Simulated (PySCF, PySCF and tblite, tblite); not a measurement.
# C₂H₁₆GeSi₅: telling isomers apart by computed NMR, part 2 of 3

PySCF and tblite. Atoms count from 0. The steps go on from the part before.

## Step 6: GFN2-xTB relaxation, isomer B, conformer 1

The job: settings as JSON, then the geometry in Å.

```
{"job": {"xc": "GFN2-xTB", "basis": "xTB", "kind": "relax"}, "charge": 0, "multiplicity": 1}
C      2.711400     0.250300     1.031100
Si     1.061000     0.162800     0.134300
C      1.195100     0.581500    -1.665300
Si     0.000600    -1.756500     0.519100
Si    -0.814600    -2.621800    -1.356900
Ge    -1.672200    -0.681100     1.702200
Si    -0.543100     1.280900     1.203900
Si    -1.727700     2.520700    -0.211800
H      3.108500     1.281400     0.957300
H      3.411600    -0.458900     0.571000
H      2.556200    -0.013100     2.098000
H      0.178900     0.506500    -2.133700
H      1.562100     1.622200    -1.768200
H      1.883700    -0.122600    -2.170600
H      0.770700    -2.696300     1.353200
H     -1.600900    -1.586000    -2.044300
H      0.301300    -3.046600    -2.219300
H     -1.677500    -3.773800    -1.050300
H     -1.632300    -1.009300     3.224100
H     -3.036100    -0.766000     0.999600
H     -0.071000     1.998100     2.405500
H     -2.903500     3.077000     0.480900
H     -0.886100     3.611800    -0.722200
H     -2.187700     1.658800    -1.330000
```

The log of the run:

```text
step      E/eV     max force
  0    -623.09426    2.025
  1    -623.32858    0.990
  2    -623.46549    0.729
  3    -623.54895    0.652
  4    -623.70636    0.640
  5    -623.79560    0.565
  6    -623.84768    0.492
  7    -623.88603    0.422
  8    -623.92439    0.652
  9    -623.95942    0.646
 10    -623.98903    0.375
 11    -624.00462    0.287
 12    -624.01190    0.229
 13    -624.01882    0.257
 14    -624.02699    0.243
 15    -624.03501    0.156
 16    -624.04161    0.157
 17    -624.04662    0.159
 18    -624.05050    0.128
 19    -624.05379    0.126
 20    -624.05635    0.127
 21    -624.05836    0.092
 22    -624.06049    0.110
 23    -624.06298    0.112
 24    -624.06573    0.144
 25    -624.06856    0.151
 26    -624.07131    0.131
 27    -624.07385    0.125
 28    -624.07610    0.123
 29    -624.07760    0.085
 30    -624.07843    0.048
 31    -624.07912    0.059
 32    -624.07991    0.078
 33    -624.08088    0.083
 34    -624.08191    0.081
 35    -624.08288    0.075
 36    -624.08383    0.080
 37    -624.08487    0.100
 38    -624.08574    0.076
 39    -624.08627    0.052
 40    -624.08660    0.038
 41    -624.08660    0.038
 42    -624.08676    0.033
 43    -624.08731    0.038
 44    -624.08743    0.033
 45    -624.08767    0.032
 46    -624.08776    0.027
 47    -624.08790    0.025
 48    -624.08801    0.021
 49    -624.08812    0.023
 50    -624.08822    0.024
 51    -624.08838    0.034
 52    -624.08861    0.044
 53    -624.08893    0.044
 54    -624.08924    0.043
 55    -624.08950    0.040
 56    -624.08972    0.034
 57    -624.08992    0.040
 58    -624.09009    0.029
 59    -624.09023    0.029
 60    -624.09036    0.031
 61    -624.09050    0.037
 62    -624.09068    0.044
 63    -624.09089    0.035
 64    -624.09112    0.030
 65    -624.09136    0.033
 66    -624.09161    0.053
 67    -624.09188    0.055
 68    -624.09217    0.051
 69    -624.09249    0.067
 70    -624.09292    0.066
 71    -624.09352    0.099
 72    -624.09421    0.108
 73    -624.09476    0.073
 74    -624.09507    0.040
 75    -624.09524    0.033
 76    -624.09543    0.028
 77    -624.09566    0.035
 78    -624.09591    0.041
 79    -624.09612    0.037
 80    -624.09631    0.031
 81    -624.09651    0.038
 82    -624.09675    0.049
 83    -624.09700    0.043
 84    -624.09725    0.031
 85    -624.09746    0.030
 86    -624.09764    0.029
 87    -624.09780    0.031
 88    -624.09792    0.030
 89    -624.09803    0.025
 90    -624.09815    0.023
 91    -624.09828    0.027
 92    -624.09842    0.032
 93    -624.09855    0.034
 94    -624.09868    0.033
 95    -624.09880    0.029
 96    -624.09889    0.021
 97    -624.09896    0.019
 98    -624.09903    0.019
 99    -624.09911    0.021
100    -624.09921    0.024
101    -624.09929    0.017
102    -624.09934    0.015
103    -624.09938    0.016
104    -624.09941    0.016
105    -624.09944    0.014
106    -624.09947    0.014
107    -624.09951    0.019
108    -624.09957    0.023
109    -624.09967    0.026
110    -624.09982    0.034
111    -624.10000    0.032
112    -624.10012    0.020
113    -624.10018    0.017
114    -624.10022    0.017
115    -624.10029    0.020
116    -624.10043    0.030
117    -624.10068    0.052
118    -624.10103    0.070
119    -624.10144    0.067
120    -624.10184    0.044
121    -624.10219    0.049
122    -624.10256    0.046
123    -624.10297    0.059
124    -624.10335    0.061
125    -624.10370    0.061
126    -624.10408    0.064
127    -624.10443    0.065
128    -624.10468    0.048
129    -624.10484    0.036
130    -624.10497    0.031
131    -624.10509    0.027
132    -624.10523    0.037
133    -624.10547    0.048
134    -624.10581    0.062
135    -624.10626    0.064
136    -624.10682    0.060
137    -624.10736    0.067
138    -624.10781    0.045
139    -624.10809    0.071
140    -624.10849    0.059
141    -624.10890    0.050
142    -624.10925    0.053
143    -624.10962    0.067
144    -624.10999    0.040
145    -624.11034    0.031
146    -624.11048    0.029
147    -624.11059    0.026
148    -624.11070    0.022
149    -624.11082    0.028
150    -624.11094    0.029
151    -624.11104    0.020
152    -624.11111    0.017
153    -624.11117    0.017
154    -624.11122    0.016
155    -624.11126    0.014
156    -624.11129    0.014
157    -624.11133    0.013
158    -624.11136    0.014
159    -624.11140    0.013
160    -624.11144    0.012
161    -624.11147    0.010
162    -624.11150    0.010
163    -624.11152    0.010
164    -624.11155    0.010
165    -624.11157    0.010
166    -624.11159    0.013
167    -624.11161    0.011
168    -624.11162    0.007
169    -624.11163    0.007
170    -624.11164    0.007
171    -624.11165    0.008
172    -624.11166    0.011
173    -624.11167    0.011
174    -624.11169    0.010
175    -624.11170    0.007
176    -624.11172    0.008
177    -624.11173    0.011
178    -624.11175    0.014
179    -624.11178    0.015
180    -624.11181    0.011
181    -624.11183    0.009
182    -624.11184    0.008
183    -624.11186    0.011
184    -624.11187    0.009
185    -624.11189    0.012
186    -624.11191    0.012
187    -624.11193    0.012
188    -624.11195    0.012
189    -624.11197    0.009
190    -624.11198    0.008
191    -624.11199    0.010
192    -624.11200    0.009
193    -624.11201    0.007
194    -624.11202    0.006
195    -624.11203    0.007
196    -624.11203    0.007
197    -624.11204    0.005
198    -624.11204    0.006
199    -624.11204    0.005
200    -624.11204    0.004
```

It took 2.6 s on 1 thread of Arm Neoverse V2, shared host.

The energy fell by 1.018 eV, and the atoms moved 0.58 Å (root mean square).

## Step 7: Shieldings, isomer B, conformer 1: KT3/pcSseg-1 in dichloromethane

The job: settings as JSON, then the geometry in Å.

```
{"job": {"xc": "KT3", "basis": "pcSseg-1", "solvent": "dichloromethane", "kind": "nmr", "pop": false}, "charge": 0, "multiplicity": 1}
C      2.832781     0.320982     0.833488
Si     1.052825     0.156596     0.146244
C      1.139765     0.588828    -1.716577
Si    -0.069571    -1.926084     0.494665
Si    -0.566492    -3.324957    -1.282762
Ge    -1.863838    -0.657068     1.455149
Si    -0.665467     1.409438     1.240674
Si    -1.726040     3.165808     0.166961
H      3.216474     1.329435     0.706533
H      3.517756    -0.355667     0.330212
H      2.860210     0.089191     1.893443
H      0.158325     0.516157    -2.176003
H      1.501334     1.600187    -1.876994
H      1.802507    -0.083146    -2.253755
H      0.591299    -2.706288     1.562051
H     -1.429057    -2.619337    -2.235535
H      0.637688    -3.722722    -2.018755
H     -1.259834    -4.562455    -0.916684
H     -2.466520    -1.064872     2.794472
H     -3.139832    -0.698358     0.621817
H     -0.222890     1.848783     2.580726
H     -2.759218     3.836646     0.959626
H     -0.777866     4.203739    -0.249330
H     -2.376075     2.674928    -1.052108
```

The log of the run:

```text
coarse grid: 89392 points
cycle   1  E = -3630.8891265224  dE = -6.224e-01  |g| = 7.526e-01  |ddm| = 4.577e+00
cycle   2  E = -3630.7725333730  dE =  1.166e-01  |g| = 9.470e-01  |ddm| = 1.578e+00
cycle   3  E = -3630.9864921718  dE = -2.140e-01  |g| = 1.457e-01  |ddm| = 1.133e+00
cycle   4  E = -3630.9927923163  dE = -6.300e-03  |g| = 4.042e-02  |ddm| = 2.849e-01
cycle   5  E = -3630.9933287592  dE = -5.364e-04  |g| = 1.016e-02  |ddm| = 9.218e-02
cycle   6  E = -3630.9933638922  dE = -3.513e-05  |g| = 3.210e-03  |ddm| = 2.235e-02
cycle   7  E = -3630.9933664327  dE = -2.540e-06  |g| = 6.914e-04  |ddm| = 5.486e-03
final grid: 181040 points
cycle   8  E = -3630.9933460073  dE = -8.401e-08  |g| = 9.780e-04  |ddm| = 5.535e-03
cycle   9  E = -3630.9933455432  dE =  4.641e-07  |g| = 1.540e-03  |ddm| = 4.125e-03
cycle  10  E = -3630.9933463143  dE = -7.711e-07  |g| = 8.709e-05  |ddm| = 2.592e-03
cycle  11  E = -3630.9933463166  dE = -2.261e-09  |g| = 1.906e-05  |ddm| = 1.739e-04
cycle  12  E = -3630.9933463167  dE = -1.182e-10  |g| = 4.120e-06  |ddm| = 3.719e-05
converged SCF energy = -3630.9933463167

GIAO shielding tensors (ppm)
atom      isotropic    diamagn.    paramagn.     s11        s22        s33       span
  0 C      180.467     251.482     -71.015    172.849    179.060    189.492     16.643
  1 Si     353.784     883.068    -529.284    324.940    352.754    383.660     58.720
  2 C      184.301     254.123     -69.821    180.697    184.214    187.993      7.295
  3 Si     444.665     884.960    -440.295    379.963    452.578    501.454    121.491
  4 Si     471.239     882.548    -411.309    455.887    466.965    490.866     34.978
  5 Ge    1641.389    2766.129   -1124.740   1551.694   1603.254   1769.219    217.525
  6 Si     444.591     884.963    -440.372    379.860    452.593    501.320    121.461
  7 Si     471.216     882.549    -411.333    456.001    466.862    490.786     34.785
  8 H       31.228      30.419       0.808     26.860     28.672     38.151     11.290
  9 H       31.227      30.421       0.806     26.861     28.669     38.151     11.290
 10 H       30.937      31.167      -0.230     26.397     29.427     36.986     10.589
 11 H       31.080      34.404      -3.324     27.446     29.677     36.117      8.671
 12 H       31.342      32.103      -0.761     27.278     28.533     38.217     10.939
 13 H       31.342      32.103      -0.761     27.278     28.530     38.218     10.940
 14 H       27.667      31.214      -3.547     24.948     25.430     32.624      7.676
 15 H       28.239      30.584      -2.346     24.834     27.357     32.525      7.692
 16 H       28.239      29.709      -1.470     24.332     26.396     33.989      9.656
 17 H       28.269      29.024      -0.755     24.621     25.741     34.445      9.824
 18 H       27.730      31.644      -3.914     21.355     22.067     39.769     18.414
 19 H       28.126      32.711      -4.585     22.651     23.247     38.481     15.830
 20 H       27.668      31.217      -3.549     24.949     25.427     32.626      7.677
 21 H       28.269      29.023      -0.754     24.622     25.739     34.448      9.826
 22 H       28.241      29.710      -1.469     24.333     26.400     33.989      9.656
 23 H       28.239      30.583      -2.345     24.836     27.357     32.523      7.687
```

It took 44 s on 1 thread of Arm Neoverse V2, shared host; peak memory 1.7 GiB.

Key values: HOMO -6.23 eV, LUMO -1.83 eV; dipole 2.13 D.

## Step 8: Single-point energy, isomer B, conformer 1: PBE0/def2-SVP in dichloromethane

The job, as its differences from that of step 7:

```diff
@@ -1,2 +1,2 @@
-{"job": {"xc": "KT3", "basis": "pcSseg-1", "solvent": "dichloromethane", "kind": "nmr", "pop": false}, "charge": 0, "multiplicity": 1}
+{"job": {"xc": "PBE0", "basis": "def2-SVP", "solvent": "dichloromethane", "kind": "sp"}, "charge": 0, "multiplicity": 1}
 C      2.832781     0.320982     0.833488
```

The log of the run:

```text
coarse grid: 89392 points
cycle   1  E = -3608.5327476004  dE = -5.525e-01  |g| = 4.951e-01  |ddm| = 4.616e+00
cycle   2  E = -3608.5204664453  dE =  1.228e-02  |g| = 5.395e-01  |ddm| = 8.970e-01
cycle   3  E = -3608.5834100035  dE = -6.294e-02  |g| = 3.618e-02  |ddm| = 5.098e-01
cycle   4  E = -3608.5838054374  dE = -3.954e-04  |g| = 1.541e-02  |ddm| = 7.480e-02
cycle   5  E = -3608.5838965088  dE = -9.107e-05  |g| = 2.424e-03  |ddm| = 2.715e-02
cycle   6  E = -3608.5838985110  dE = -2.002e-06  |g| = 9.248e-04  |ddm| = 5.116e-03
final grid: 181040 points
cycle   7  E = -3608.5838304117  dE = -4.686e-08  |g| = 1.053e-03  |ddm| = 5.011e-03
cycle   8  E = -3608.5838302812  dE =  1.306e-07  |g| = 1.236e-03  |ddm| = 3.196e-03
cycle   9  E = -3608.5838307440  dE = -4.629e-07  |g| = 3.506e-05  |ddm| = 1.728e-03
cycle  10  E = -3608.5838307444  dE = -4.165e-10  |g| = 1.069e-05  |ddm| = 6.120e-05
converged SCF energy = -3608.5838307444
```

Wall time 22 s (1 thread of Arm Neoverse V2, shared host); peak memory 1.5 GiB.

Key values: HOMO -7.12 eV, LUMO -1.06 eV; dipole 2.09 D.

## Step 9: Boltzmann average, isomer B: properties at KT3/pcSseg-1 in dichloromethane

The job: settings as JSON, then the geometry in Å.

```
{"job": {"study": "conf", "smiles": "C[Si]1(C)[Si@H]([SiH3])[GeH2][Si@@H]1[SiH3]", "search": {"seed": 5731, "n_embed": 45, "ff_keep": 10, "window": 2.5, "nmax": 3, "temps": [250, 298.15, 350], "t_ref": 298.15, "order": 0.002}, "level": {"nmr": {"xc": "KT3", "basis": "pcSseg-1", "solvent": "dichloromethane"}, "sp": {"xc": "PBE0", "basis": "def2-SVP", "solvent": "dichloromethane"}}, "kind": "conf"}, "charge": 0, "multiplicity": 1}
C      2.832781     0.320982     0.833488
Si     1.052825     0.156596     0.146244
C      1.139765     0.588828    -1.716577
Si    -0.069571    -1.926084     0.494665
Si    -0.566492    -3.324957    -1.282762
Ge    -1.863838    -0.657068     1.455149
Si    -0.665467     1.409438     1.240674
Si    -1.726040     3.165808     0.166961
H      3.216474     1.329435     0.706533
H      3.517756    -0.355667     0.330212
H      2.860210     0.089191     1.893443
H      0.158325     0.516157    -2.176003
H      1.501334     1.600187    -1.876994
H      1.802507    -0.083146    -2.253755
H      0.591299    -2.706288     1.562051
H     -1.429057    -2.619337    -2.235535
H      0.637688    -3.722722    -2.018755
H     -1.259834    -4.562455    -0.916684
H     -2.466520    -1.064872     2.794472
H     -3.139832    -0.698358     0.621817
H     -0.222890     1.848783     2.580726
H     -2.759218     3.836646     0.959626
H     -0.777866     4.203739    -0.249330
H     -2.376075     2.674928    -1.052108
```

The log of the run:

```text
conformer  sym    E(xTB)   E(DFT)   G(298.15 K)  weight  dipole/D
    1     Cs      0.000    0.000    0.000   1.0000    2.087

mean shielding (ppm) by class
class atoms           250 K   298.15 K      350 K
  0 C  0            180.467    180.467    180.467
  1 Si 1            353.784    353.784    353.784
  2 C  2            184.301    184.301    184.301
  3 Si 3,6          444.628    444.628    444.628
  4 Si 4,7          471.228    471.228    471.228
  5 Ge 5           1641.389   1641.389   1641.389
  6 H  8,9,10        31.131     31.131     31.131
  7 H  11,12,13      31.255     31.255     31.255
  8 H  14,20         27.667     27.667     27.667
  9 H  15,16,17      28.249     28.249     28.249
 10 H  18             27.73      27.73      27.73
 11 H  19            28.126     28.126     28.126
```

Wall time 71 s (1 thread of Arm Neoverse V2, shared host). This counts the runs that the step sums up.

The search (ETKDG and KDG, UFF, GFN2-xTB) embedded 45 structures, kept 1 distinct ones after the force field and 1 after xTB; 1 was carried on (window 2.5 kcal/mol at the search's own energies). Energies: PBE0/def2-SVP in dichloromethane with D3(BJ).

Conformer by conformer (298 K):

```tsv
no.	group	mirror pair	ΔE xTB	ΔE DFT	ΔG	weight (%)	μ (D)	A, B, C (GHz)
1	Cs	no	0.00	0.00	0.00	100.0	2.09	0.67, 0.45, 0.35
```

Energies in kcal/mol. ΔG holds xTB vibrations and rotation, symmetry numbers and mirror pairs.

Shifts against references run at the same level (¹H TMS 31.74, ¹³C TMS 185.4, ²⁹Si TMS 361.5 ppm of shielding), by class of atoms, at 298 K:

```tsv
atoms	environment	average
C0	methyl carbon bonded to Si	5.0
C2	methyl carbon bonded to Si	1.1
H14, H20	hydrogen on a silicon bonded to Ge, 2 Si, in a 4-membered ring	4.07
H18	hydrogen on a germanium bonded to 2 Si, in a 4-membered ring	4.01
H19	hydrogen on a germanium bonded to 2 Si, in a 4-membered ring	3.62
H15, H16, H17 and 3 more	hydrogen on a silicon bonded to Si	3.49
H8, H9, H10	hydrogen on a methyl carbon bonded to Si	0.61
H11, H12, H13	hydrogen on a methyl carbon bonded to Si	0.49
Si1	silicon bonded to 2 C, 2 Si, in a 4-membered ring	7.7
Si3, Si6	silicon bonded to Ge, 2 Si, H, in a 4-membered ring	-83.2
Si4, Si7	silicon bonded to Si, 3 H	-109.8
Ge5	germanium bonded to 2 Si, 2 H, in a 4-membered ring	1641 (σ)
```

Effective distances for nuclear Overhauser effects, ⟨r⁻⁶⟩^(−1/6) over all pairs of two classes (Å): H18···H19 2.30; H8···H11 3.64; H14···H18 3.68; H8···H14 3.96.

## Step 10: Shieldings, isomer B, conformer 1: HCTH407/pcSseg-1 in dichloromethane

The job, as its differences from that of step 8:

```diff
@@ -1,2 +1,2 @@
-{"job": {"xc": "PBE0", "basis": "def2-SVP", "solvent": "dichloromethane", "kind": "sp"}, "charge": 0, "multiplicity": 1}
+{"job": {"xc": "HCTH407", "basis": "pcSseg-1", "solvent": "dichloromethane", "grid": 3, "kind": "nmr", "pop": false}, "charge": 0, "multiplicity": 1}
 C      2.832781     0.320982     0.833488
```

The log of the run:

```text
coarse grid: 89392 points
cycle   1  E = -3611.2500368048  dE = -6.374e-01  |g| = 8.978e-01  |ddm| = 4.640e+00
cycle   2  E = -3611.1035314964  dE =  1.465e-01  |g| = 1.123e+00  |ddm| = 1.663e+00
cycle   3  E = -3611.3600535087  dE = -2.565e-01  |g| = 1.748e-01  |ddm| = 1.234e+00
cycle   4  E = -3611.3691143778  dE = -9.061e-03  |g| = 4.935e-02  |ddm| = 3.301e-01
cycle   5  E = -3611.3698322198  dE = -7.178e-04  |g| = 1.000e-02  |ddm| = 1.005e-01
cycle   6  E = -3611.3698651791  dE = -3.296e-05  |g| = 3.500e-03  |ddm| = 2.206e-02
cycle   7  E = -3611.3698687676  dE = -3.589e-06  |g| = 8.631e-04  |ddm| = 6.848e-03
final grid: 301704 points
cycle   8  E = -3611.3698659303  dE = -1.921e-07  |g| = 1.354e-03  |ddm| = 7.016e-03
cycle   9  E = -3611.3698649095  dE =  1.021e-06  |g| = 2.202e-03  |ddm| = 5.828e-03
cycle  10  E = -3611.3698665354  dE = -1.626e-06  |g| = 1.102e-04  |ddm| = 3.663e-03
cycle  11  E = -3611.3698665384  dE = -2.976e-09  |g| = 2.885e-05  |ddm| = 1.814e-04
cycle  12  E = -3611.3698665386  dE = -2.219e-10  |g| = 6.146e-06  |ddm| = 4.983e-05
converged SCF energy = -3611.3698665386

GIAO shielding tensors (ppm)
atom      isotropic    diamagn.    paramagn.     s11        s22        s33       span
  0 C      179.530     250.871     -71.342    171.742    177.684    189.162     17.420
  1 Si     335.041     881.769    -546.729    307.493    333.511    364.118     56.625
  2 C      183.235     253.381     -70.147    179.623    182.612    187.470      7.847
  3 Si     427.051     883.875    -456.824    360.896    434.924    485.333    124.437
  4 Si     458.614     881.651    -423.038    443.149    453.492    479.200     36.051
  5 Ge    1597.579    2763.870   -1166.291   1501.076   1562.790   1728.872    227.796
  6 Si     427.028     883.880    -456.853    360.839    435.012    485.232    124.394
  7 Si     458.625     881.654    -423.029    443.321    453.416    479.138     35.817
  8 H       31.139      30.210       0.929     26.796     28.595     38.024     11.228
  9 H       31.139      30.211       0.928     26.798     28.593     38.026     11.228
 10 H       30.861      30.920      -0.058     26.340     29.360     36.885     10.545
 11 H       30.984      34.200      -3.216     27.370     29.575     36.005      8.635
 12 H       31.238      31.929      -0.691     27.210     28.445     38.058     10.848
 13 H       31.238      31.929      -0.691     27.211     28.443     38.060     10.849
 14 H       27.524      30.963      -3.440     24.849     25.354     32.368      7.519
 15 H       28.094      30.530      -2.436     24.708     27.233     32.341      7.633
 16 H       28.089      29.614      -1.525     24.216     26.247     33.803      9.587
 17 H       28.122      28.892      -0.769     24.511     25.603     34.253      9.743
 18 H       27.530      31.179      -3.649     21.161     21.855     39.574     18.413
 19 H       27.953      32.437      -4.484     22.479     23.063     38.318     15.839
 20 H       27.524      30.966      -3.442     24.850     25.351     32.371      7.521
 21 H       28.123      28.892      -0.769     24.510     25.601     34.256      9.746
 22 H       28.090      29.616      -1.526     24.216     26.251     33.804      9.587
 23 H       28.093      30.529      -2.436     24.709     27.233     32.338      7.629
```

Wall time 55 s (1 thread of Arm Neoverse V2, shared host); peak memory 1.7 GiB.

Key values: HOMO -6.27 eV, LUMO -1.83 eV; dipole 2.20 D.

## Step 11: Single-point energy, isomer B, conformer 1: BP86/def2-SVP in dichloromethane

The job, as its differences from that of step 10:

```diff
@@ -1,2 +1,2 @@
-{"job": {"xc": "HCTH407", "basis": "pcSseg-1", "solvent": "dichloromethane", "grid": 3, "kind": "nmr", "pop": false}, "charge": 0, "multiplicity": 1}
+{"job": {"xc": "BP86", "basis": "def2-SVP", "solvent": "dichloromethane", "kind": "sp"}, "charge": 0, "multiplicity": 1}
 C      2.832781     0.320982     0.833488
```

The log of the run:

```text
coarse grid: 89392 points
cycle   1  E = -3609.8392017189  dE = -5.549e-01  |g| = 7.264e-01  |ddm| = 4.714e+00
cycle   2  E = -3609.6930991876  dE =  1.461e-01  |g| = 1.035e+00  |ddm| = 1.604e+00
cycle   3  E = -3609.9448120433  dE = -2.517e-01  |g| = 1.195e-01  |ddm| = 1.142e+00
cycle   4  E = -3609.9496094565  dE = -4.797e-03  |g| = 3.228e-02  |ddm| = 2.153e-01
cycle   5  E = -3609.9499138212  dE = -3.044e-04  |g| = 8.031e-03  |ddm| = 5.576e-02
cycle   6  E = -3609.9499372849  dE = -2.346e-05  |g| = 3.125e-03  |ddm| = 1.770e-02
cycle   7  E = -3609.9499404771  dE = -3.192e-06  |g| = 6.159e-04  |ddm| = 5.394e-03
final grid: 181040 points
cycle   8  E = -3609.9498261599  dE = -4.561e-08  |g| = 8.697e-04  |ddm| = 6.495e-03
cycle   9  E = -3609.9498258229  dE =  3.370e-07  |g| = 1.398e-03  |ddm| = 3.492e-03
cycle  10  E = -3609.9498265059  dE = -6.830e-07  |g| = 9.279e-05  |ddm| = 2.149e-03
cycle  11  E = -3609.9498265089  dE = -3.020e-09  |g| = 1.811e-05  |ddm| = 1.668e-04
cycle  12  E = -3609.9498265090  dE = -1.246e-10  |g| = 4.437e-06  |ddm| = 3.670e-05
converged SCF energy = -3609.9498265090
```

Wall time 18 s (1 thread of Arm Neoverse V2, shared host); peak memory 1.5 GiB.

Key values: HOMO -6.21 eV, LUMO -1.83 eV; dipole 2.23 D.

[end of part 2 of 3]
